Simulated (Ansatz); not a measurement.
Geometry optimisation, DFT PBE-D3(BJ), scalar-relativistic, plane waves, PAW (Ansatz).

Input:

```yaml
crystal:
  lattice:
    - [6.32, 0.0, 0.0]
    - [0.0, 6.32, 0.0]
    - [0.0, 0.0, 6.32]
  atoms:
    - { symbol: W, position: [-0.25, 0.25, -0.25] }
    - { symbol: W, position: [0.5, 0.0, 0.0] }
    - { symbol: W, position: [0.0, 0.5, 0.0] }
    - { symbol: W, position: [0.0, 0.0, 0.5] }
    - { symbol: W, position: [0.25, 0.25, 0.25] }
    - { symbol: W, position: [0.5, 0.5, 0.0] }
    - { symbol: W, position: [0.5, 0.0, 0.5] }
    - { symbol: W, position: [0.75, 0.25, 0.25] }
    - { symbol: W, position: [0.0, 0.5, 0.5] }
    - { symbol: W, position: [0.25, 0.75, 0.25] }
    - { symbol: W, position: [0.25, 0.25, 0.75] }
    - { symbol: W, position: [0.5, 0.5, 0.5] }
    - { symbol: W, position: [0.75, 0.75, 0.25] }
    - { symbol: W, position: [0.25, 0.75, 0.75] }
    - { symbol: W, position: [0.75, 0.75, 0.75] }
basis:
  ecutwfc: 420.0
kpoints:
  mp_grid: { grid: [3, 3, 3] }
hamiltonian:
  xc: pbe
  dispersion: d3bj
  pseudopotentials: { kind: paw, azcp: { folder: soft_1 } }
scf:
  occupations: { method: gaussian, width: 0.05 }
  lower_state_search: "off"
relax:
  f_tol: 0.03
  max_steps: 60
  adjacent_minimum: "off"
output:
  write_density: true
  write_potential: true
  elf: true
  volumetric_format: npy
```

Launched with:

```bash
$ ansatz run input.yaml --threads 4 --pin off --max-ram 10240MiB --backend cpu --events-out ev --progress --plain --runs-dir out
```

**Question.** Where does it end, and by what steps?

**Answer.** It converged. Limits of this set-up: coarse k mesh, a small cell, in which the defect meets its images, a typed lattice constant that wasn't relaxed here. After 2 steps the energy has fallen by 0.072 eV; W1 moved furthest, 0.03 Å.

```json
{"step": "0", "energy less start (eV)": "0.0000", "largest force component (eV/Å)": "0.354", "accepted": "yes"}
{"step": "1", "energy less start (eV)": "0.8001", "largest force component (eV/Å)": "1.157", "accepted": "no"}
{"step": "2", "energy less start (eV)": "-0.0718", "largest force component (eV/Å)": "0.008", "accepted": "yes"}
```

```xyz
15
Lattice="6.3200 0.0000 0.0000 0.0000 6.3200 0.0000 0.0000 0.0000 6.3200" Properties=species:S:1:pos:R:3
W -1.563 1.563 -1.563
W 3.160 0.000 0.000
W 0.000 3.160 0.000
W 0.000 0.000 3.160
W 1.563 1.563 1.563
W 3.160 3.160 0.000
W 3.160 0.000 3.160
W 4.757 1.563 1.563
W 0.000 3.160 3.160
W 1.563 4.757 1.563
W 1.563 1.563 4.757
W 3.160 3.160 3.160
W 4.757 4.757 1.563
W 1.563 4.757 4.757
W 4.757 4.757 4.757
```

Whether the end is a true minimum wasn't checked by a vibrational analysis.

Time of the run: 7.3 s on 4 threads of Arm Neoverse V1, with other jobs on the host, peak memory 0.86 GiB.
